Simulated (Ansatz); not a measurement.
# BH₃Br (doublet): wave-function methods side by side at distance B1–H4 along a hydrogen transfer = 1.399 Å, cc-pVDZ

An exercise on one series of results from a longer session: the logs are not shown, and one member is left open.

Computed with Ansatz 0.2.0, Gaussian basis. Level: cc-pVDZ, core rule «outside noble gas», up to 15 orbitals frozen.

To be run: UHF; CCSD(T) on ROHF; CCSD(T) on UHF; BCCD(T) on ROHF; CISD; CCSDT(Q) on ROHF; CCSDT(Q) on UHF; CASSCF and MRCISD+Q, 3 electrons in 3 orbitals; CASSCF and NEVPT2, 3 electrons in 3 orbitals.

16 further runs of the same task are left out: 9 for a known fault of the program, 1 for a mislabelled method, 6 that didn't finish.

## What is computed

The geometry derives from fragments relaxed apart (PBE0/def2-TZVP) and kept rigid, so it is no stationary point. A hydrogen atom is moved between rigid fragments. No spin-orbit coupling is included. The filled d shell of Br may be among the frozen orbitals whatever the setting's name suggests; the logs give the count.

5 atoms, charge 0, spin multiplicity 2.

Atoms are counted from 1 here; the program's logs count them from 0.

Bond lengths: B1–H2 1.193 Å, B1–H3 1.193 Å, B1–H4 1.399 Å, H4–Br5 1.685 Å. Angles: H2–B1–H3 120.0°, H2–B1–H4 120.0°, H3–B1–H4 120.0°, B1–H4–Br5 180.0°.

Set-up of the first run:

in.yaml reads:

```yaml
crystal:
  periodic: [false, false, false]
  atoms:
    - {symbol: B, position_ang: [-2.631046, 0.000000, 0.000000]}
    - {symbol: H, position_ang: [-3.227779, 1.033571, 0.000000]}
    - {symbol: H, position_ang: [-3.227779, -1.033571, 0.000000]}
    - {symbol: H, position_ang: [-1.232046, 0.000000, 0.000000]}
    - {symbol: Br, position_ang: [0.452954, 0.000000, 0.000000]}
basis:
  gaussian: {orbitals: cc-pVDZ}
magnetization: {spin_polarized: true, initial_magnetization: 1}
hamiltonian: {xc: hf}
output: {orbitals: {seedname: orbitals}}
```

Launch:

```console
$ ansatz run in.yaml --threads 1 --pin off --events-out ev --progress --plain --max-ram 2393MiB
```

Among the steps run: UHF; CCSD(T) on ROHF; CCSD(T) on UHF; BCCD(T) on ROHF; CISD; CCSDT(Q) on ROHF; CCSDT(Q) on UHF; CASSCF and MRCISD+Q, 3 electrons in 3 orbitals; CASSCF and NEVPT2, 3 electrons in 3 orbitals.

One of the session's tables, all rows but one given; the rest of the session is left out.

```
       method  from UCCSDT(Q) (kcal/mol)
         ROHF                    +156.59
          UHF                    +151.58
         RMP2                     +24.72
         UMP2                     +26.05
         CISD                     +15.36
        RCCSD                      +3.41
        UCCSD                      +3.26
     RCCSD(T)                      +0.68
     UCCSD(T)                          ?
      BCCD(T)                      +0.69
       RCCSDT                      +0.23
       UCCSDT                      +0.20
    RCCSDT(Q)                      +0.03
    UCCSDT(Q)                          0
  CASSCF pair                    +143.78
  NEVPT2 pair                     +24.83
  MRCISD pair                     +13.24
MRCISD+Q pair                      +0.81
```

**Question.** Estimate the row for UCCSD(T).

As computed: from UCCSDT(Q) (kcal/mol): +0.67. In the column «from UCCSDT(Q) (kcal/mol)» it lies between RCCSDT (+0.23) and RCCSD(T) (+0.68).

Among the levels timed on like hardware and quicker than the yardstick, those that no quicker one beats, quickest first: NEVPT2 pair (1.6 s, +24.83 kcal/mol); MRCISD+Q pair (1.8 s, +0.81 kcal/mol); RCCSD(T) (4.1 s, +0.68 kcal/mol); UCCSD(T) (7.5 s, +0.67 kcal/mol).

Caveats from the session: Of the multireference levels listed MRCISD+Q pair comes nearest in total energy (+0.81 kcal/mol), which doesn't show that its space is the better one. Restricted and unrestricted rows rest on different reference determinants; where their highest levels disagree by more than a few hundredths of an eV, they describe different states and don't form one ladder.
